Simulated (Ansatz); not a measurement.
# CHBFSi− (SMILES FC1=B[SiH-]1): one structure at several levels

The task here is to estimate one member of a computed series from the others.

Computed with Ansatz 0.2.0, Gaussian basis. Level: single points in def2-TZVPPD.

Correlated methods freeze the cores.

## Where the work starts

SMILES `FC1=B[SiH-]1`, 5 atoms, charge -1, spin multiplicity 1.

Atoms are counted from 1 here; the program's logs count them from 0.

Bond lengths: F1–C2 1.460 Å, C2–B3 1.381 Å, C2–Si4 1.815 Å, B3–Si4 1.892 Å, Si4–H5 1.511 Å. Angles: F1–C2–B3 156.6°, F1–C2–Si4 132.2°, B3–C2–Si4 71.1°, C2–B3–Si4 65.2°, C2–Si4–B3 43.7°, C2–Si4–H5 107.4°, B3–Si4–H5 151.1°.

Coordinates:

```csv
atom,x (Å),y (Å),z (Å)
F1,1.2567,-0.1913,1.3784
C2,0.3266,-0.5976,0.3292
B3,-0.3206,-1.4716,-0.5221
Si4,-0.7662,0.3508,-0.7660
H5,-0.6075,1.8105,-0.4079
```

The first run:

File run/in.yaml:

```yaml
crystal:
  periodic: [false, false, false]
  atoms:
    - {symbol: F, position_ang: [1.256700, -0.191300, 1.378400]}
    - {symbol: C, position_ang: [0.326600, -0.597600, 0.329200]}
    - {symbol: B, position_ang: [-0.320600, -1.471600, -0.522100]}
    - {symbol: Si, position_ang: [-0.766200, 0.350800, -0.766000]}
    - {symbol: H, position_ang: [-0.607500, 1.810500, -0.407900]}
basis:
  gaussian: {orbitals: "def2-TZVPPD.json"}
total_charge: -1
correlation: {method: ccsd_t}
output: {forces: true}
```

The basis file named in the input lies beside it (Basis Set Exchange, JSON).

No record of the launch command was kept for these runs.

Among the steps run: CCSD(T)/def2-TZVPPD; PBE0-D4/def2-TZVPPD; wB97M-V/def2-TZVPPD; r2SCAN-D4/def2-TZVPPD; PBE-D4/def2-TZVPPD; CAM-B3LYP-D4/def2-TZVPPD; BLYP-D4/def2-TZVPPD.

One table of the session follows, with a row left open; its other results are not shown here.

```
      method  RMS force component (eV/Å)  angle to CCSD(T) forces (°)
     CCSD(T)                       2.277                    reference
     PBE0-D4                       2.132                          5.6
     wB97M-V                       2.062                          7.0
   r2SCAN-D4                           ?                            ?
      PBE-D4                       2.080                          4.0
CAM-B3LYP-D4                       1.968                          9.0
     BLYP-D4                       1.966                          5.7
```

Q: Estimate the row for r2SCAN-D4 from the others.

The run gave: RMS force component (eV/Å): 2.087; angle to CCSD(T) forces (°): 3.3. In the column «RMS force component (eV/Å)» it lies between PBE-D4 (2.080) and PBE0-D4 (2.132).

Caveats from the session: The anion's highest level is positive in at least one run, so there the basis alone may hold the extra electron.
